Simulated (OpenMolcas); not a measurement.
# MP2/ANO-RCC-VTZP (DKH2) run of C2H3I (vinyl iodide)

Aim: the energy change on altering one bond length of C2H3I (vinyl iodide) at MP2/ANO-RCC-VTZP (DKH2), from 2 runs. 

Program for the calculation: OpenMolcas 26.06.

### 1 The molecule

C2H3I has 6 atoms, charge 0, and is taken as a singlet. As SMILES, `C=CI`. The coordinates come from a PBE0-D4/def2-TZVP relaxation.

Bond lengths: C1–C2 1.320 Å, C2–I3 2.078 Å, C1–H4 1.083 Å, C1–H5 1.086 Å, C2–H6 1.082 Å. Angles: C1–C2–I3 123.7°, C1–C2–H6 123.5°, I3–C2–H6 112.8°, C2–C1–H4 122.8°, C2–C1–H5 119.6°, H4–C1–H5 117.7°.

### 2 A single-point energy at MP2/ANO-RCC-VTZP (DKH2)

job.inp

```
&gateway
coord
6
angstrom
C       -0.622970       0.068690      -0.457440
C        0.372870       0.151340       0.404440
I        1.844550      -1.301740       0.608640
H       -0.748780      -0.771200      -1.129510
H       -1.355590       0.868170      -0.507340
H        0.509920       0.984730       1.081200
basis
ANO-RCC-VTZP
group
NoSym
&seward
&scf
prorbitals
0
&mbpt2
frozen
20
```

The run is started by

```
$ export MOLCAS_MEM=1860
$ pymolcas job.inp > job.log
```

The program printed:

```text
--- Start Module: gateway ---
[...]
--- Stop Module: gateway /rc=_RC_ALL_IS_WELL_ ---
[...]
      Basis functions          170
[...]
--- Start Module: scf ---
[...]
       Convergence after  11 Iterations
[...]
::    Total SCF energy                              -7188.3778901130
[...]
      Total spin, S                                     0.0000000000
[...]
      Total electronic charge=   68.000000
      Total            charge=   -0.000000
[...]
      Dipole Moment (debye):
      Origin of the operator (angstrom)=    1.4908   -1.0490    0.4940
                   X= -1.1872E+00               Y=  9.5905E-01               Z= -3.0941E-01           Total=  1.5573E+00
      Quadrupole Moment (debye*angstrom):
[...]
--- Stop Module: scf /rc=_RC_ALL_IS_WELL_ ---
[...]
--- Start Module: mbpt2 ---
[...]
WARNING!
Default frozen orbitals as non valence orbitals is overwritten by user input.
Default values:  20
[...]
       Reference weight ( Cref**2 )         =        0.80506
::    Total MBPT2 energy                            -7189.3198603132
[...]
      Total MBPT2 calculations                           2.67      2.98
--- Stop Module: mbpt2 /rc=_RC_ALL_IS_WELL_ ---
[...]
```

Wall time 89 s (1 thread of Arm Neoverse V2, shared host); peak memory 1.6 GiB.

### 3 The distorted shape at the same level

job.inp

```
* C2H3I MP2

&GATEWAY
 Coord
 6
 angstrom
 C       -0.770111       0.213972      -0.477856
 C        0.225729       0.296622       0.384024
 I        1.844550      -1.301740       0.608640
 H       -0.895921      -0.625918      -1.149926
 H       -1.502731       1.013452      -0.527756
 H        0.362779       1.130012       1.060784
 Basis=ANO-RCC-VTZP
 Group=NoSym

&SEWARD

&SCF
 PrOrbitals=0

&MBPT2
 Frozen=20
```

The run is started by

```
$ export MOLCAS_MEM=1860
$ pymolcas job.inp > job.log
```

The program printed:

```text
--- Start Module: gateway ---
[...]
--- Stop Module: gateway /rc=_RC_ALL_IS_WELL_ ---
[...]
      Basis functions          170
[...]
--- Start Module: scf ---
[...]
       Convergence after  11 Iterations
[...]
::    Total SCF energy                              -7188.3680463603
[...]
      Total spin, S                                     0.0000000000
[...]
      Total electronic charge=   68.000000
      Total            charge=   -0.000000
[...]
      Dipole Moment (debye):
      Origin of the operator (angstrom)=    1.4650   -1.0235    0.4904
                   X= -1.4922E+00               Y=  1.1901E+00               Z= -3.9934E-01           Total=  1.9500E+00
      Quadrupole Moment (debye*angstrom):
[...]
--- Stop Module: scf /rc=_RC_ALL_IS_WELL_ ---
[...]
--- Start Module: mbpt2 ---
[...]
WARNING!
Default frozen orbitals as non valence orbitals is overwritten by user input.
Default values:  20
[...]
       Reference weight ( Cref**2 )         =        0.80173
::    Total MBPT2 energy                            -7189.3079713406
[...]
      Total MBPT2 calculations                           2.60      2.88
--- Stop Module: mbpt2 /rc=_RC_ALL_IS_WELL_ ---
[...]
```

Run time: 88 s. Hardware: 1 thread of Arm Neoverse V2, shared host; peak memory 1.6 GiB.

### 4 Outcome

At MP2/ANO-RCC-VTZP (DKH2), 20 core orbitals frozen:

| quantity | value |
| --- | --- |
| first shape: total energy | -7189.31986 Eh |
| first shape: dipole moment (mean-field density) | 1.56 D |
| first shape: HOMO energy (Hartree–Fock orbitals) | -9.38 eV |
| first shape: LUMO energy (Hartree–Fock orbitals) | 1.45 eV |
| first shape: HOMO–LUMO gap (Hartree–Fock orbitals) | 10.83 eV |
| first shape: correlation energy (20 core orbitals frozen) | -942.0 mEh |
| distorted shape: total energy | -7189.30797 Eh |
| distorted shape: dipole moment (mean-field density) | 1.95 D |
| distorted shape: HOMO energy (Hartree–Fock orbitals) | -9.64 eV |
| distorted shape: LUMO energy (Hartree–Fock orbitals) | 1.41 eV |
| distorted shape: HOMO–LUMO gap (Hartree–Fock orbitals) | 11.05 eV |
| distorted shape: correlation energy (20 core orbitals frozen) | -939.9 mEh |
| energy change with the C2–I3 bond stretched from 2.078 to 2.286 Å | 0.324 eV |

**Reading.** With the C2–I3 bond stretched from 2.078 to 2.286 Å the energy rises by 0.32 eV (31.2 kJ/mol). The first shape isn't relaxed at this level, so the change isn't measured from a minimum. Mulliken charges (first shape) of the mean-field density run from -0.27 on C1 to +0.14 on H5; they depend strongly on the basis.
